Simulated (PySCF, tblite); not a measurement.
# C₈H₁₄AlN: geometry, infrared bands and NMR shifts

Wanted: the infrared bands and NMR shifts of C₈H₁₄AlN (`C#C[C]1([AlH][N](C)C)CCC1`), by calculation.

Computed with tblite 0.8.0 and PySCF 2.14.0, with density-fitted response routines of our own, on a single molecule in the gas phase. Atoms are numbered from 0 throughout.

### Step 1. Starting geometry

24 atoms, charge 0, multiplicity 1; geometry from: force field or distance geometry start.

Bonds of the start (Å): C0–C1 1.20, C1–C2 1.48, C2–Al3 2.01, Al3–N4 1.95, N4–C5 1.47, N4–C6 1.46, C2–C7 1.53, C7–C8 1.52, C8–C9 1.52, C9–C2 1.54, C0–H10 1.06, Al3–H11 1.59, C5–H12 1.12, C5–H13 1.11, C5–H14 1.12, C6–H15 1.11, C6–H16 1.11, C6–H17 1.11, C7–H18 1.11, C7–H19 1.11, C8–H20 1.10, C8–H21 1.12, C9–H22 1.11, C9–H23 1.11.

### Step 2. Optimising the geometry with GFN2-xTB

Job settings and geometry (Å):

```
{"job": {"kind": "relax", "xc": "GFN2-xTB", "basis": "xTB"}, "charge": 0, "multiplicity": 1}
C     -0.854400     2.614700    -0.597500
C     -0.928500     1.418800    -0.557700
C     -0.987500    -0.059800    -0.483800
Al     0.834700    -0.878300    -0.656200
N      2.208600    -0.508700     0.670400
C      3.356400     0.126600     0.009300
C      1.689900     0.365900     1.719900
C     -2.039500    -0.620100    -1.441700
C     -2.863300    -1.112200    -0.257200
C     -1.829700    -0.550900     0.705800
H     -0.812200     3.671700    -0.640700
H      1.154100    -1.855900    -1.874000
H      4.161900     0.312600     0.765200
H      3.785200    -0.549500    -0.766700
H      3.074900     1.103300    -0.458700
H      1.362400     1.348700     1.331700
H      0.830600    -0.122000     2.233800
H      2.469100     0.525600     2.495800
H     -2.587700     0.146900    -2.036500
H     -1.672800    -1.470000    -2.059800
H     -2.943600    -2.211200    -0.207900
H     -3.847700    -0.584400    -0.174700
H     -1.327600    -1.347100     1.302800
H     -2.245200     0.255300     1.340300
```

The run is started by

```sh
$ OMP_NUM_THREADS=1 python probes_run.py task.json out
```

One launch serves the whole session: the jobs run in the order shown.

**Question.** This job is followed by: GFN2-xTB harmonic vibrations, gas phase; GIAO PBE0/pcSseg-1 NMR shielding, non-relativistic, gas phase. What will the session give for the following? strongest single infrared mode (GFN2-xTB); zero-point energy (GFN2-xTB); ¹³C shifts against TMS (PBE0/pcSseg-1, means over atoms taken as alike); ¹H shifts against TMS (PBE0/pcSseg-1, means over atoms taken as alike); ²⁷Al shifts against AlH4- (PBE0/pcSseg-1); ¹⁵N shifts against NH3 (PBE0/pcSseg-1); surface potential, 1st and 99th percentile.

**Answer**, as computed:

```
                                                               quantity                                         value
                              strongest single infrared mode (GFN2-xTB)                         1783 cm⁻¹, 356 km/mol
                                           zero-point energy (GFN2-xTB)                                120.9 kcal/mol
¹³C shifts against TMS (PBE0/pcSseg-1, means over atoms taken as alike)        96.8, 75.3, 43.3, 34.7, 19.8, 17.4 ppm
 ¹H shifts against TMS (PBE0/pcSseg-1, means over atoms taken as alike)  4.64, 3.07, 2.50, 2.41, 1.95, 1.90, 1.85 ppm
                              ²⁷Al shifts against AlH4- (PBE0/pcSseg-1)                                     130.6 ppm
                                 ¹⁵N shifts against NH3 (PBE0/pcSseg-1)                                      89.9 ppm
                                  surface potential, 1st and 99th percentile                            -0.97 V and 1.73 V
```

What this shows: The optimisation took 198 steps and gained 0.803 eV; among the close pairs (by a distance rule), Al3–N4 changed most, from 1.945 to 1.794 Å. No mode is imaginary among the 66: a minimum at this level. The strongest single mode, at 1783 cm⁻¹, moves mainly H11. GFN2-xTB is a fitted tight-binding method: band positions and strengths are rough. Its intensities can rank the bands wrongly. At PBE0/pcSseg-1: The widest tensor belongs to C1: span 320 ppm, with a paramagnetic part of -164 ppm. By nearest atom (PBE0/pcSseg-1), the HOMO sits on N4 58 %; Al3 8 % and the LUMO on Al3 41 %; H11 14 %.
